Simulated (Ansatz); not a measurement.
# Ga3Sb: convergence and cost

The task, for Ga3Sb: test the plane-wave cutoff.

Computed with Ansatz 0.2.0 (DFT PBEsol, scalar-relativistic, plane waves, PAW, unless a step's input says otherwise).

2 further runs of the same task are left out: 1 for a known fault of the program, 1 set aside as unsound or not needed. Runs told in other sessions of the task aren't counted.

### 1 The starting structure

It takes space group I4/mmm (No. 139, tetragonal). The conventional cell has a = 4.318 Å, b = 4.318 Å, c = 9.521 Å, α = 90.00°, β = 90.00°, γ = 90.00°. Ga (site symmetry -4m2) is surrounded by 8 Ga at 3.05 to 3.21 Å and 4 Sb at 3.21 Å. Ga (site symmetry 4/mmm) is surrounded by 4 Sb at 3.05 Å and 8 Ga at 3.21 Å. Sb (site symmetry 4/mmm) is surrounded by 12 Ga at 3.05 to 3.21 Å.

Structure file:

```cif
data_structure
_symmetry_space_group_name_H-M 'P 1'
_symmetry_Int_Tables_number 1
_cell_length_a 5.6554
_cell_length_b 5.6554
_cell_length_c 5.6554
_cell_angle_alpha 135.119
_cell_angle_beta 135.119
_cell_angle_gamma 65.346
_cell_volume 88.74
loop_
_atom_site_label
_atom_site_type_symbol
_atom_site_fract_x
_atom_site_fract_y
_atom_site_fract_z
_atom_site_occupancy
Ga1 Ga 0.75000 0.25000 0.50000 1
Ga2 Ga 0.25000 0.75000 0.50000 1
Ga3 Ga 0.50000 0.50000 0.00000 1
Sb1 Sb 0.00000 0.00000 0.00000 1
```

The structure comes from the Materials Project (structure only); it is used as listed.

### 2 The base input

Contents of input.yaml:

```yaml
crystal:
  lattice:
    - [-2.158799, 2.158799, 4.760484]
    - [2.158799, -2.158799, 4.760484]
    - [2.158799, 2.158799, -4.760484]
  atoms:
    - { symbol: Ga, position: [0.75, 0.25, 0.5] }
    - { symbol: Ga, position: [0.25, 0.75, 0.5] }
    - { symbol: Ga, position: [0.5, 0.5, 0.0] }
    - { symbol: Sb, position: [0.0, 0.0, 0.0] }
basis:
  ecutwfc: 420
kpoints:
  mp_grid: { grid: [14, 14, 14] }
hamiltonian:
  xc: pbesol
scf:
  occupations: { method: gaussian, width: 0.1 }
output:
  forces: true
  stress: true
  eigenvalues: true
  populations: true
  write_density: true
  write_potential: true
  elf: true
  volumetric_format: npy
```

Its results, from an earlier run: -4409.3247 eV/atom at zero smearing, pressure -3.47 GPa, largest force 0.000 eV/Å, no gap on the mesh, in 8 SCF cycles and 1.7 min.

### 3 Plane-wave cutoff: 150 eV

Contents of input.yaml:

```yaml
crystal:
  lattice:
    - [-2.158799, 2.158799, 4.760484]
    - [2.158799, -2.158799, 4.760484]
    - [2.158799, 2.158799, -4.760484]
  atoms:
    - { symbol: Ga, position: [0.75, 0.25, 0.5] }
    - { symbol: Ga, position: [0.25, 0.75, 0.5] }
    - { symbol: Ga, position: [0.5, 0.5, 0.0] }
    - { symbol: Sb, position: [0.0, 0.0, 0.0] }
basis:
  ecutwfc: 150
kpoints:
  mp_grid: { grid: [14, 14, 14] }
hamiltonian:
  xc: pbesol
scf:
  occupations: { method: gaussian, width: 0.1 }
output:
  forces: true
  stress: true
  eigenvalues: true
```

The run is started by

```console
$ ansatz run input.yaml --threads 1 --pin off --max-ram 2560MiB --backend cpu --events-out ev --progress --plain --runs-dir out
```

### 4 Plane-wave cutoff set to 200 eV

Changes to input.yaml since step 3:

```diff
@@ -11,3 +11,3 @@
 basis:
-  ecutwfc: 150
+  ecutwfc: 200
 kpoints:
```

### 5 Plane-wave cutoff: 250 eV

Changes to input.yaml since step 4:

```diff
@@ -11,3 +11,3 @@
 basis:
-  ecutwfc: 200
+  ecutwfc: 250
 kpoints:
```

### 6 Plane-wave cutoff set to 300 eV

Changes to input.yaml since step 5:

```diff
@@ -11,3 +11,3 @@
 basis:
-  ecutwfc: 250
+  ecutwfc: 300
 kpoints:
```

### 7 Plane-wave cutoff set to 350 eV

Changes to input.yaml since step 6:

```diff
@@ -11,3 +11,3 @@
 basis:
-  ecutwfc: 300
+  ecutwfc: 350
 kpoints:
```

### 8 Plane-wave cutoff: 380 eV

Changes to input.yaml since step 7:

```diff
@@ -11,3 +11,3 @@
 basis:
-  ecutwfc: 350
+  ecutwfc: 380
 kpoints:
```

### 9 Plane-wave cutoff: 460 eV

Changes to input.yaml since step 8:

```diff
@@ -11,3 +11,3 @@
 basis:
-  ecutwfc: 380
+  ecutwfc: 460
 kpoints:
```

### 10 Plane-wave cutoff set to 520 eV

Changes to input.yaml since step 9:

```diff
@@ -11,3 +11,3 @@
 basis:
-  ecutwfc: 460
+  ecutwfc: 520
 kpoints:
@@ -22 +22,5 @@
   eigenvalues: true
+  write_density: true
+  write_potential: true
+  elf: true
+  volumetric_format: npy
```

### 11 Plane-wave cutoff set to 600 eV

Changes to input.yaml since step 10:

```diff
@@ -11,3 +11,3 @@
 basis:
-  ecutwfc: 520
+  ecutwfc: 600
 kpoints:
@@ -22,5 +22 @@
   eigenvalues: true
-  write_density: true
-  write_potential: true
-  elf: true
-  volumetric_format: npy
```

### 12 Plane-wave cutoff set to 700 eV

Changes to input.yaml since step 11:

```diff
@@ -11,3 +11,3 @@
 basis:
-  ecutwfc: 600
+  ecutwfc: 700
 kpoints:
```

### 13 Plane-wave cutoff: 850 eV

Changes to input.yaml since step 12:

```diff
@@ -11,3 +11,3 @@
 basis:
-  ecutwfc: 700
+  ecutwfc: 850
 kpoints:
```

(Steps that only read results are left out.)

What results come out of these runs, taken together?

As calculated:

```
                                                  quantity                        value
plane-wave cutoff: within 10 and 1 meV/atom of 850 eV from  350 eV for 10; 460 eV for 1
```

For the plane-wave cutoff, the energy stays within 1 meV/atom of the reference from 460 eV on, at about 0.38 of the reference's time. The reference is only the best run made, not a proven limit. Total energies converge more slowly with the cutoff than differences between like structures do. The pressure is off by up to 4.1 GPa. The runs treat Sb without spin-orbit coupling. In some runs cutoff or mesh lie under the advised values, so their numbers carry a basis error.
